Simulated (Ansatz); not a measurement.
# Ba3Ca4O7: the cost of one run

Method: DFT PBE, scalar-relativistic, plane waves, PAW, in Ansatz 0.2.0.

## Step 1: Starting point

The cell holds 14 atoms (Ba3Ca4O7): a = 6.146 Å, b = 6.162 Å, c = 6.124 Å, α = 88.94°, β = 86.17°, γ = 89.12°.

It is the last frame of an earlier stage of the same melt, run at 3400 K.

As a file:

```xyz
14
Lattice="6.1423 0.0464 0.2047 0.0464 6.1618 0.0561 0.2047 0.0561 6.1205" Properties=species:S:1:pos:R:3 pbc="T T T"
Ba    5.1842    5.3754    5.2106
Ba    2.0487    2.4991    3.5129
Ba    1.6665    5.8680    2.1500
O     0.4211    1.2035    0.2075
O     1.0076    3.6940    2.0772
O     3.9429    3.6501    1.0301
O     5.8235    0.8841    3.7389
O     3.5596    5.2194    3.7140
O     3.3600    0.8140    0.9545
O     0.7163    3.9356    4.6921
Ca    1.7886    3.1806    0.1975
Ca    5.4177    2.2488    2.1641
Ca    4.9238    5.4980    2.1619
Ca    2.5119    0.1362    5.3311
```

## Step 2: Stage at 2450 K

One k point, a Fermi-Dirac width of 0.211 eV and a fixed cell.

File input.yaml:

```yaml
crystal:
  lattice:
    - [6.142269, 0.046355, 0.204695]
    - [0.046355, 6.161809, 0.056051]
    - [0.204695, 0.056051, 6.120505]
  atoms:
    - { symbol: Ba, position: [0.8103303229, 0.858849416, 0.816367272] }
    - { symbol: Ba, position: [0.3118826673, 0.3981429123, 0.5598726717] }
    - { symbol: Ba, position: [0.2530295143, 0.9473798085, 0.3341336478] }
    - { symbol: O, position: [0.0660951102, 0.1945454065, 0.0299052064] }
    - { symbol: O, position: [0.1485954247, 0.5953967415, 0.3289574714] }
    - { symbol: O, position: [0.6327758113, 0.5863192679, 0.1417693282] }
    - { symbol: O, position: [0.927824921, 0.1312331329, 0.5786437797] }
    - { symbol: O, position: [0.5538546167, 0.8376006166, 0.5806175294] }
    - { symbol: O, position: [0.5415168036, 0.1267930875, 0.1366851501] }
    - { symbol: O, position: [0.0865943769, 0.6311629291, 0.7579379076] }
    - { symbol: Ca, position: [0.2867215237, 0.5138548161, 0.0179753596] }
    - { symbol: Ca, position: [0.868650235, 0.3555083767, 0.3212826224] }
    - { symbol: Ca, position: [0.784338579, 0.8834687105, 0.3188991285] }
    - { symbol: Ca, position: [0.3802609944, 0.0114360001, 0.8581965783] }
  symmetry: { detect: false }
basis:
  ecutwfc: 420
  xc_grid: 1
kpoints:
  mp_grid: { grid: [1, 1, 1], shift: [0.0, 0.0, 0.0] }
hamiltonian:
  xc: pbe
scf:
  occupations: { method: fermi_dirac, width: 0.2111 }
  lower_state_search: "off"
  convergence: { dr2_threshold: 1.0e-05 }
output:
  forces: true
  stress: true
md:
  timestep: 2.0
  n_steps: 250
  ensemble: nvt_langevin
  friction: 0.03
  temperature: 2450.0
  initial_velocities: maxwell_boltzmann
  seed: 78830
```

Run with:

```console
ansatz run input.yaml --threads 2 --pin off --max-ram 5120MiB --backend cpu --events-out ev --progress --plain --runs-dir out
```

Q: Estimate wall time and peak memory on 2 threads of Arm Neoverse V1, shared host.

About 3 min, with a peak of 0.37 GiB.
